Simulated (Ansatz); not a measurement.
# C2H7GeNO: one species, many methods

Aim: compute C2H7GeNO with functionals from several rungs and with coupled cluster. The yardstick is the atomisation energy at the CCSD(T) limit.

The runs use Ansatz 0.2.0, Gaussian basis; functionals in def2-TZVPP, the program's frozen cores in correlated methods.

Levels to be run: LDA (SPW92), PBE-D4, revPBE-D4, BLYP-D4, r2SCAN-D4, B97M-V, PBE0-D4, B3LYP-D4, r2SCANh-D4, r2SCAN0-D4, HSE06-D4, BHLYP-D4, CAM-B3LYP-D4, LC-ωPBE, ωB97X-V, ωB97M-V, B2PLYP, PBE-QIDH; CCSD(T)/def2-SVP; CCSD(T)/def2-TZVPP; MP2/def2-QZVPP; extrapolation to the limit; RPA on PBE.

**1. Structure used throughout**

The geometry comes from an earlier relaxation with PBE0-D4 in a triple-zeta def2 set; it is a stationary point, not always the lowest conformer.

SMILES `CO[C](=N)[GeH3]`, 12 atoms, charge 0, spin multiplicity 1.

Atoms are counted from 1 here; the program's logs count them from 0.

Bond lengths: C1–O2 1.425 Å, C1–H6 1.088 Å, C1–H7 1.091 Å, C1–H8 1.091 Å, O2–C3 1.340 Å, C3–N4 1.264 Å, C3–Ge5 1.977 Å, N4–H9 1.014 Å, Ge5–H10 1.534 Å, Ge5–H11 1.534 Å, Ge5–H12 1.537 Å. Angles: O2–C1–H6 105.7°, O2–C1–H7 110.6°, O2–C1–H8 110.6°, H6–C1–H7 110.8°, H6–C1–H8 110.8°, H7–C1–H8 108.5°, C1–O2–C3 116.1°, O2–C3–N4 121.4°, O2–C3–Ge5 110.6°, N4–C3–Ge5 128.0°, C3–N4–H9 111.4°, C3–Ge5–H10 109.9°, C3–Ge5–H11 109.9°, C3–Ge5–H12 106.8°, H10–Ge5–H11 109.7°, H10–Ge5–H12 110.2°, H11–Ge5–H12 110.2°.

Geometry (Å):

```
C    -1.7012    0.6831   -1.0320
O    -0.3552    0.2336   -0.9049
C     0.0531   -0.0646    0.3363
N    -0.7200    0.0503    1.3298
Ge    1.9355   -0.6674    0.3233
H    -1.8490    0.8727   -2.0932
H    -2.3953   -0.0794   -0.6746
H    -1.8579    1.5932   -0.4506
H    -0.2556   -0.2150    2.1917
H     2.8375    0.4485   -0.2196
H     2.0771   -1.9200   -0.5510
H     2.3078   -0.9903    1.7788
```

**2. LDA**

This LDA is Slater exchange with PW92 correlation.

Input file in.yaml:

```yaml
crystal:
  periodic: [false, false, false]
  atoms:
    - {symbol: C, position_ang: [-1.701191, 0.683084, -1.032029]}
    - {symbol: O, position_ang: [-0.355198, 0.233550, -0.904851]}
    - {symbol: C, position_ang: [0.053076, -0.064554, 0.336260]}
    - {symbol: N, position_ang: [-0.720020, 0.050275, 1.329782]}
    - {symbol: Ge, position_ang: [1.935488, -0.667380, 0.323339]}
    - {symbol: H, position_ang: [-1.849044, 0.872679, -2.093170]}
    - {symbol: H, position_ang: [-2.395286, -0.079372, -0.674574]}
    - {symbol: H, position_ang: [-1.857852, 1.593204, -0.450629]}
    - {symbol: H, position_ang: [-0.255588, -0.214988, 2.191731]}
    - {symbol: H, position_ang: [2.837516, 0.448543, -0.219597]}
    - {symbol: H, position_ang: [2.077119, -1.919997, -0.551027]}
    - {symbol: H, position_ang: [2.307782, -0.990345, 1.778764]}
basis:
  gaussian: {orbitals: def2-TZVPP}
hamiltonian: {xc: lda}
output: {orbitals: {seedname: orbitals}}
```

On the command line:

```
> ansatz run in.yaml --threads 4 --pin off --events-out ev --progress --plain --max-ram 10444MiB
```

The runs that follow: PBE-D4 (GGA); revPBE-D4 (GGA); BLYP-D4 (GGA); r2SCAN-D4 (meta-GGA); B97M-V (meta-GGA); PBE0-D4 (hybrid); B3LYP-D4 (hybrid); r2SCANh-D4 (hybrid); r2SCAN0-D4 (hybrid); HSE06-D4 (hybrid); BHLYP-D4 (hybrid); CAM-B3LYP-D4 (range-separated); LC-ωPBE (range-separated); ωB97X-V (range-separated); ωB97M-V (range-separated); B2PLYP (double hybrid); PBE-QIDH (double hybrid); CCSD(T) in def2-SVP; CCSD(T) in def2-TZVPP; MP2 in def2-QZVPP; RPA on PBE orbitals.

**Question.** What will the summary of the whole plan be? Wanted: atomisation energy, CCSD(T)/CBS; farthest beyond LDA; mean size of error, GGA; mean size of error, meta-GGA; mean size of error, hybrid; mean size of error, range-separated; mean size of error, double hybrid; gap, smallest and largest; T1 diagnostic.

As calculated:

| quantity | value |
| --- | --- |
| atomisation energy, CCSD(T)/CBS | 4269.4 kJ/mol |
| functionals within 42.7 kJ/mol (1.0 %) | revPBE-D4, BLYP-D4, r2SCAN-D4, B97M-V, PBE0-D4, B3LYP-D4, r2SCANh-D4, HSE06-D4, CAM-B3LYP-D4, LC-ωPBE, ωB97X-V, ωB97M-V |
| farthest beyond LDA | BHLYP-D4 (-153.9 kJ/mol) |
| mean size of error, GGA | 43.4 kJ/mol |
| mean size of error, meta-GGA | 10.3 kJ/mol |
| mean size of error, hybrid | 45.3 kJ/mol |
| mean size of error, range-separated | 15.7 kJ/mol |
| mean size of error, double hybrid | 46.2 kJ/mol |
| gap, smallest and largest | 5.07 eV (LDA (SPW92)), 12.62 eV (LC-ωPBE) |
| T1 diagnostic | 0.0135 |
| triples share of the correlation energy | 4.0 % |

**Reading.** LDA overbinds by 690.4 kJ/mol (16 %). PBE-D4 misses by +104.2 kJ/mol. Double hybrids carry the basis error of their MP2 part in triple zeta, and no dispersion term here, so their miss is partly the set-up's. The rungs meta-GGA, range-separated miss on average by less than the doubt on the reference (42.7 kJ/mol), so they tie. The reference freezes the cores and leaves out relativity and excitations past (T), and its outer-core shells are covered unevenly, so misses under about 42.7 kJ/mol can't be ranked. Hartree-Fock recovers 69 % of the binding; the rest is correlation. CCSD(T) in def2-SVP is off by -244.0 kJ/mol, which most functionals beat. The gap grows from 5.1 to 12.6 eV across the functionals, mostly with the share of exact exchange. Correlated methods include outer-core shells of Ge, which these sets cover unevenly.
